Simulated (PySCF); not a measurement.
# C₅H₁₃FSi: magnetic properties

What do calculations give for the magnetic properties of C₅H₁₃FSi (`CC(C)[SiH2][C@@H](C)F`)?

Computed with PySCF 2.14.0 and routines of our own; the level stands in each step. Atoms count from 0.

## 1. The system as given

20 atoms, charge 0, multiplicity 1; geometry from: GFN2-xTB.

## 2. Magnetic properties: GIAO BHandHLYP/pcSseg-1

What the job is given:

```
{"job": {"kind": "mag", "xc": "BHandHLYP", "basis": "pcSseg-1", "isotopologues": 2}, "charge": 0, "multiplicity": 1}
C     -1.812403    -1.071860     0.036364
C     -1.320837     0.370730    -0.085978
C     -2.254920     1.161448    -0.998193
Si     0.477238     0.462387    -0.716535
C      1.655140    -0.359203     0.563757
C      3.100413    -0.431480     0.107203
F      1.597351     0.400587     1.733669
H     -1.788866    -1.569779    -0.931241
H     -2.838672    -1.093074     0.400963
H     -1.196590    -1.639404     0.730352
H     -1.366475     0.823886     0.910678
H     -2.253649     0.741461    -2.001767
H     -1.945130     2.201184    -1.065623
H     -3.275695     1.132517    -0.619562
H      0.905020     1.855906    -0.868795
H      0.630518    -0.267883    -1.981800
H      1.316761    -1.357574     0.865170
H      3.462502     0.558526    -0.157614
H      3.170312    -1.076068    -0.763917
H      3.732835    -0.831627     0.897822
```

With the program's defaults for keys left out, this is: GIAO BHandHLYP/pcSseg-1 magnetisability, rotational g tensor and spin-rotation constants, non-relativistic, gas phase.

Run with:

```
$ OMP_NUM_THREADS=1 python excited_run.py task.json out
```

This one command runs all jobs of the session in turn.

The program printed:

```text
coarse grid: 16200 points
cycle   1  E = -587.3740797459  dE =  5.251e-01  |g| = 5.397e-01  |ddm| = 3.642e+00
cycle   2  E = -587.3870282368  dE = -1.295e-02  |g| = 5.539e-01  |ddm| = 7.084e-01
cycle   3  E = -587.4359829917  dE = -4.895e-02  |g| = 5.368e-02  |ddm| = 3.630e-01
cycle   4  E = -587.4364250228  dE = -4.420e-04  |g| = 2.573e-02  |ddm| = 5.082e-02
cycle   5  E = -587.4365759842  dE = -1.510e-04  |g| = 3.789e-03  |ddm| = 2.092e-02
cycle   6  E = -587.4365792595  dE = -3.275e-06  |g| = 8.099e-04  |ddm| = 3.850e-03
final grid: 149408 points
cycle   7  E = -587.4748016893  dE = -2.027e-05  |g| = 4.362e-03  |ddm| = 1.364e-02
cycle   8  E = -587.4748021709  dE = -4.816e-07  |g| = 4.303e-03  |ddm| = 6.482e-03
cycle   9  E = -587.4748060249  dE = -3.854e-06  |g| = 3.468e-04  |ddm| = 3.000e-03
cycle  10  E = -587.4748060419  dE = -1.703e-08  |g| = 1.400e-04  |ddm| = 3.197e-04
cycle  11  E = -587.4748060456  dE = -3.662e-09  |g| = 2.816e-05  |ddm| = 1.202e-04
cycle  12  E = -587.4748060457  dE = -1.730e-10  |g| = 6.892e-06  |ddm| = 3.285e-05
converged SCF energy = -587.4748060457

Magnetisability tensor (1e-30 J/T^2)
    -1407.16        5.47      -13.75
        5.47    -1414.53      -34.80
      -13.75      -34.80    -1426.46
isotropic -1416.05   principal values   -1456.83  -1412.32  -1379.01
isotropic susceptibility -85.277 1e-6 cm^3/mol

Inertial axes            a          b          c
rot. const./GHz      3.7263     1.0689     1.0116
chi total           -85.228    -83.546    -87.056
chi diamagnetic    -456.698  -1283.023  -1348.635
chi paramagnetic    371.470   1199.477   1261.579
quadrupole/D A        1.727     -0.699     -1.029
g nuclear            0.6298     0.5963     0.5956
g electronic        -0.6503    -0.6024    -0.5995
g total             -0.0205    -0.0060    -0.0039

Spin-rotation constants (kHz, H = +C I.J)
atom  isotope        aa         bb         cc
  6    19F        0.633      0.128      0.442
  7     1H       -0.404     -0.081     -0.023
  8     1H       -0.069     -0.072     -0.112
  9     1H       -0.099     -0.061     -0.112
 10     1H       -0.385     -0.067     -0.033
 11     1H       -0.377     -0.075     -0.035
 12     1H       -0.383     -0.076     -0.023
 13     1H       -0.083     -0.070     -0.110
 14     1H       -0.345     -0.047     -0.012
 15     1H       -0.358     -0.064     -0.001
 16     1H       -0.339      0.001     -0.047
 17     1H       -0.368     -0.044     -0.054
 18     1H       -0.398     -0.102     -0.007
 19     1H       -0.041     -0.067     -0.114
  0    13C*       0.578      0.153      0.141
  1    13C*       0.528      0.144      0.130
  2    13C*       0.523      0.155      0.154
  3   29Si*      -2.007     -0.651     -0.654
  4    13C*       1.039      0.295      0.172
  5    13C*       0.523      0.165      0.146
* in the singly substituted isotopologue

Isotopologues: g along a, b, c
2H    at 7,8,9,10,11,12    -0.0166    -0.0054    -0.0030
13C   at 0                 -0.0202    -0.0061    -0.0038
```

Wall time 34 s (1 thread of Arm Neoverse V2, shared host); peak memory 0.95 GiB.

In short:

| quantity | value |
| --- | --- |
| magnetisability | -1416·10⁻³⁰ J/T² |
| molar susceptibility | -85.3·10⁻⁶ cm³/mol |
| rotational g (a, b, c) | -0.0205, -0.0060, -0.0039 |

The fields below are evaluated on a grid from the run's orbitals.

Frontier orbitals at BHandHLYP/pcSseg-1, with the share of their density that lies nearest to each atom:

```csv
orbital,energy (eV),lies on
HOMO,-9.13,"C1, C4 about 20 % each; Si3 16 %; F6 8 %"
LUMO,1.76,"H14, H15 about 12 % each; Si3 10 %; H11, H17 about 8 % each"
```

ELF in a plane through or near 11 of the atoms.

Ten even steps from '0' (0.00) to '9' (1.00):
```
0000000000000000000000000000
0000000000000000000000000000
0000000000013300000000000000
0000000000189960003300000000
0000000000499991069940000000
0000048810399991099971000000
0000199960199981089951000000
0000189970043134255378820000
0000048952461148684299950000
0001466477794089178699960000
0006999684687366244158810000
0007999655473014883100000000
0003998228993014657850000000
0000130039992099869997000000
0000000029980199959997000000
0000000001200199814871000000
0000000000000057300100000000
0000000000000000000000000000
0000000000000000000000000000
0000000000000000000000000000
```
The map spans 13.1 Å across and 9.4 Å up, centred on the molecule. Atoms in the plane (x, y in Å): C1 (1.3, 0.0), C2 (2.5, 0.9), C4 (-1.8, -0.3), H8 (2.5, -1.8), H9 (0.8, -2.1), H12 (2.4, 1.9), H13 (3.4, 0.5), H14 (-0.5, 2.1), H16 (-1.6, -1.4), H17 (-3.3, 1.2), H19 (-3.9, -0.5).

log10 of the density (e/Å³) in the same plane.

Ten even steps from ' ' (-4.0) to '@' (1.3):
```
                                                        
                      ........                          
                  ..::::----::::..........              
              ....::::======----::------::::..          
          ..::::::::--++++++==----==++++==--::          
      ..::--====----==**####**====**##**++==--..        
      ..--==++++++====**####**++++**####**++==::..      
    ..::--++####**++++****##******####%%##**++--::      
    ..--==**####********####**######%%%%####++==::      
    ::--++**##############**####%%##########++--::      
    ::==++########%%@@##******##%%##****++++==--..      
    ::==++####****##%%##**++++**####**++====--::..      
    ::--==++++++**######++==++**######**++==::..        
    ..::--------++******++==**##########++==::..        
      ....::::::====++++====**####******++==::          
              ..::------::--++++++++++====--..          
                ..........::--====------::..            
                          ..::::::::::::..              
                                                        
                                                        
```
The map spans 13.1 Å across and 9.4 Å up, centred on the molecule. Atoms in the plane (x, y in Å): C1 (1.3, 0.0), C2 (2.5, 0.9), C4 (-1.8, -0.3), H8 (2.5, -1.8), H9 (0.8, -2.1), H12 (2.4, 1.9), H13 (3.4, 0.5), H14 (-0.5, 2.1), H16 (-1.6, -1.4), H17 (-3.3, 1.2), H19 (-3.9, -0.5).

On the surface of density 0.002 e/bohr³ the electrostatic potential runs, from the 1st to the 99th percentile, from -1.26 V near F6 to 1.00 V near H16.

## 3. Magnetic properties: GIAO PBE/3-21G

Settings changed since step 2:

```diff
@@ -1,2 +1,2 @@
-{"job": {"kind": "mag", "xc": "BHandHLYP", "basis": "pcSseg-1", "isotopologues": 2}, "charge": 0, "multiplicity": 1}
+{"job": {"kind": "mag", "xc": "PBE", "basis": "3-21G"}, "charge": 0, "multiplicity": 1}
 C     -1.812403    -1.071860     0.036364
```

Method: GIAO PBE/3-21G magnetisability, rotational g tensor and spin-rotation constants, non-relativistic, gas phase.

The program printed:

```text
coarse grid: 16200 points
cycle   1  E = -583.8259968552  dE = -5.162e-02  |g| = 6.673e-01  |ddm| = 3.887e+00
cycle   2  E = -583.6789840871  dE =  1.470e-01  |g| = 1.073e+00  |ddm| = 2.019e+00
cycle   3  E = -583.9266589075  dE = -2.477e-01  |g| = 1.222e-01  |ddm| = 1.299e+00
cycle   4  E = -583.9295638120  dE = -2.905e-03  |g| = 3.891e-02  |ddm| = 1.623e-01
cycle   5  E = -583.9298795768  dE = -3.158e-04  |g| = 6.321e-03  |ddm| = 4.478e-02
cycle   6  E = -583.9298915683  dE = -1.199e-05  |g| = 2.841e-03  |ddm| = 1.280e-02
cycle   7  E = -583.9298934478  dE = -1.879e-06  |g| = 3.875e-04  |ddm| = 3.335e-03
final grid: 149408 points
cycle   8  E = -583.9948096029  dE = -3.804e-05  |g| = 1.400e-02  |ddm| = 2.919e-02
cycle   9  E = -583.9947366160  dE =  7.299e-05  |g| = 2.319e-02  |ddm| = 3.724e-02
cycle  10  E = -583.9948542780  dE = -1.177e-04  |g| = 2.252e-03  |ddm| = 2.407e-02
cycle  11  E = -583.9948552054  dE = -9.274e-07  |g| = 2.583e-04  |ddm| = 2.395e-03
cycle  12  E = -583.9948552217  dE = -1.628e-08  |g| = 9.737e-05  |ddm| = 4.691e-04
cycle  13  E = -583.9948552244  dE = -2.720e-09  |g| = 2.032e-05  |ddm| = 1.398e-04
cycle  14  E = -583.9948552245  dE = -1.023e-10  |g| = 4.623e-06  |ddm| = 3.322e-05
converged SCF energy = -583.9948552245

Magnetisability tensor (1e-30 J/T^2)
    -1443.47       16.70      -25.35
       16.70    -1436.86      -27.49
      -25.35      -27.49    -1457.07
isotropic -1445.80   principal values   -1481.25  -1457.07  -1399.07
isotropic susceptibility -87.068 1e-6 cm^3/mol

Inertial axes            a          b          c
rot. const./GHz      3.7263     1.0689     1.0116
chi total           -87.910    -85.122    -88.172
chi diamagnetic    -454.739  -1280.381  -1346.002
chi paramagnetic    366.829   1195.258   1257.830
quadrupole/D A        2.495     -1.091     -1.404
g nuclear            0.6298     0.5963     0.5956
g electronic        -0.6422    -0.6002    -0.5978
g total             -0.0124    -0.0039    -0.0022

Spin-rotation constants (kHz, H = +C I.J)
atom  isotope        aa         bb         cc
  6    19F        0.868      0.237      0.492
  7     1H       -0.433     -0.085     -0.028
  8     1H       -0.088     -0.080     -0.119
  9     1H       -0.117     -0.069     -0.117
 10     1H       -0.405     -0.072     -0.037
 11     1H       -0.417     -0.079     -0.037
 12     1H       -0.420     -0.081     -0.028
 13     1H       -0.112     -0.075     -0.117
 14     1H       -0.378     -0.056     -0.021
 15     1H       -0.389     -0.069     -0.007
 16     1H       -0.355     -0.007     -0.049
 17     1H       -0.407     -0.049     -0.059
 18     1H       -0.442     -0.106     -0.008
 19     1H       -0.077     -0.074     -0.120
  0    13C*       0.462      0.120      0.111
  1    13C*       0.407      0.112      0.103
  2    13C*       0.400      0.125      0.124
  3   29Si*      -1.571     -0.497     -0.505
  4    13C*       0.854      0.244      0.141
  5    13C*       0.398      0.133      0.120
* in the singly substituted isotopologue
```

It took 13 s on 1 thread of Arm Neoverse V2, shared host; peak memory 0.49 GiB.

Key values:

```csv
quantity,value
magnetisability,-1446·10⁻³⁰ J/T²
molar susceptibility,-87.1·10⁻⁶ cm³/mol
"rotational g (a, b, c)","-0.0124, -0.0039, -0.0022"
```

## 4. Magnetic properties: GIAO B3LYP/pcSseg-0

Settings changed since step 3:

```diff
@@ -1,2 +1,2 @@
-{"job": {"kind": "mag", "xc": "PBE", "basis": "3-21G"}, "charge": 0, "multiplicity": 1}
+{"job": {"kind": "mag", "xc": "B3LYP", "basis": "pcSseg-0", "scf": {"guess": "random", "max_cycle": 99}}, "charge": 0, "multiplicity": 1}
 C     -1.812403    -1.071860     0.036364
```

Level: GIAO B3LYP/pcSseg-0 magnetisability, rotational g tensor and spin-rotation constants, non-relativistic, gas phase.

The program printed:

```text
start from random orthonormal orbitals
final grid: 149408 points
cycle   1  E = -550.1682614073  dE = -2.460e+02  |g| = 9.114e+00  |ddm| = 2.371e+02
cycle   2  E = -501.6318230742  dE =  4.854e+01  |g| = 9.048e+00  |ddm| = 1.006e+02
cycle   3  E = -563.6071682739  dE = -6.198e+01  |g| = 6.080e+00  |ddm| = 1.021e+02
cycle   4  E = -555.7150206742  dE =  7.892e+00  |g| = 8.225e+00  |ddm| = 4.310e+01
cycle   5  E = -586.2506532246  dE = -3.054e+01  |g| = 1.239e+00  |ddm| = 1.848e+01
cycle   6  E = -586.2793829800  dE = -2.873e-02  |g| = 1.239e+00  |ddm| = 2.633e+00
cycle   7  E = -586.6707845165  dE = -3.914e-01  |g| = 3.678e-01  |ddm| = 1.289e+00
cycle   8  E = -586.7014939800  dE = -3.071e-02  |g| = 2.145e-01  |ddm| = 5.832e-01
cycle   9  E = -586.7089454277  dE = -7.451e-03  |g| = 9.074e-02  |ddm| = 2.180e-01
cycle  10  E = -586.7111224730  dE = -2.177e-03  |g| = 2.123e-02  |ddm| = 1.446e-01
cycle  11  E = -586.7112176652  dE = -9.519e-05  |g| = 3.669e-03  |ddm| = 3.198e-02
cycle  12  E = -586.7112214824  dE = -3.817e-06  |g| = 1.159e-03  |ddm| = 7.093e-03
cycle  13  E = -586.7112217959  dE = -3.134e-07  |g| = 3.240e-04  |ddm| = 1.501e-03
cycle  14  E = -586.7112218223  dE = -2.649e-08  |g| = 9.325e-05  |ddm| = 4.972e-04
cycle  15  E = -586.7112218245  dE = -2.193e-09  |g| = 2.643e-05  |ddm| = 1.638e-04
cycle  16  E = -586.7112218247  dE = -1.867e-10  |g| = 7.063e-06  |ddm| = 4.278e-05
converged SCF energy = -586.7112218247

Magnetisability tensor (1e-30 J/T^2)
    -1486.53       17.71      -16.83
       17.71    -1467.49      -29.82
      -16.83      -29.82    -1484.68
isotropic -1479.57   principal values   -1507.78  -1497.08  -1433.85
isotropic susceptibility -89.102 1e-6 cm^3/mol

Inertial axes            a          b          c
rot. const./GHz      3.7263     1.0689     1.0116
chi total           -90.149    -87.036    -90.120
chi diamagnetic    -458.047  -1284.386  -1349.669
chi paramagnetic    367.898   1197.350   1259.549
quadrupole/D A        1.897     -0.504     -1.393
g nuclear            0.6298     0.5963     0.5956
g electronic        -0.6440    -0.6013    -0.5986
g total             -0.0143    -0.0049    -0.0030

Spin-rotation constants (kHz, H = +C I.J)
atom  isotope        aa         bb         cc
  6    19F        0.196      0.160      0.449
  7     1H       -0.449     -0.090     -0.030
  8     1H       -0.098     -0.083     -0.123
  9     1H       -0.130     -0.072     -0.122
 10     1H       -0.428     -0.078     -0.042
 11     1H       -0.434     -0.084     -0.042
 12     1H       -0.434     -0.086     -0.032
 13     1H       -0.122     -0.078     -0.121
 14     1H       -0.387     -0.058     -0.021
 15     1H       -0.403     -0.072     -0.009
 16     1H       -0.383     -0.010     -0.056
 17     1H       -0.419     -0.053     -0.063
 18     1H       -0.451     -0.111     -0.014
 19     1H       -0.079     -0.075     -0.124
  0    13C*       0.566      0.149      0.137
  1    13C*       0.484      0.134      0.122
  2    13C*       0.499      0.153      0.152
  3   29Si*      -1.887     -0.656     -0.662
  4    13C*       1.024      0.293      0.164
  5    13C*       0.500      0.164      0.146
* in the singly substituted isotopologue
```

Run time: 13 s. Hardware: 1 thread of Arm Neoverse V2, shared host; peak memory 0.61 GiB.

Despite a poor start guess, the SCF converged in 16 cycles.

From this job:

```
              quantity                      value
       magnetisability           -1480·10⁻³⁰ J/T²
  molar susceptibility         -89.1·10⁻⁶ cm³/mol
rotational g (a, b, c)  -0.0143, -0.0049, -0.0030
```

## 5. Magnetic properties side by side

| level | ξ (10⁻³⁰ J/T²) | g(a) | g(b) | gap (eV) | functions | time |
| --- | --- | --- | --- | --- | --- | --- |
| GIAO BHandHLYP/pcSseg-1 | -1416 | -0.0205 | -0.0060 | 10.89 | 191 | 34 s |
| GIAO PBE/3-21G | -1446 | -0.0124 | -0.0039 | 6.77 | 93 | 13 s |
| GIAO B3LYP/pcSseg-0 | -1480 | -0.0143 | -0.0049 | 8.74 | 93 | 13 s |

## 6. What came out

```
                                                quantity                      value
       magnetisability (step 2, GIAO BHandHLYP/pcSseg-1)           -1416·10⁻³⁰ J/T²
  molar susceptibility (step 2, GIAO BHandHLYP/pcSseg-1)         -85.3·10⁻⁶ cm³/mol
rotational g (a, b, c) (step 2, GIAO BHandHLYP/pcSseg-1)  -0.0205, -0.0060, -0.0039
                   surface potential, 1st and 99th percentile         -1.26 V and 1.00 V
                         magnetisability over the levels  -1480 to -1416·10⁻³⁰ J/T²
```

What this shows: The magnetisability spreads by 4.4 % over 3 levels, from GIAO B3LYP/pcSseg-0 (13 s) to GIAO BHandHLYP/pcSseg-1 (34 s); the runs took 13 s to 34 s. Vibrational averaging and real surroundings are missing from these values.
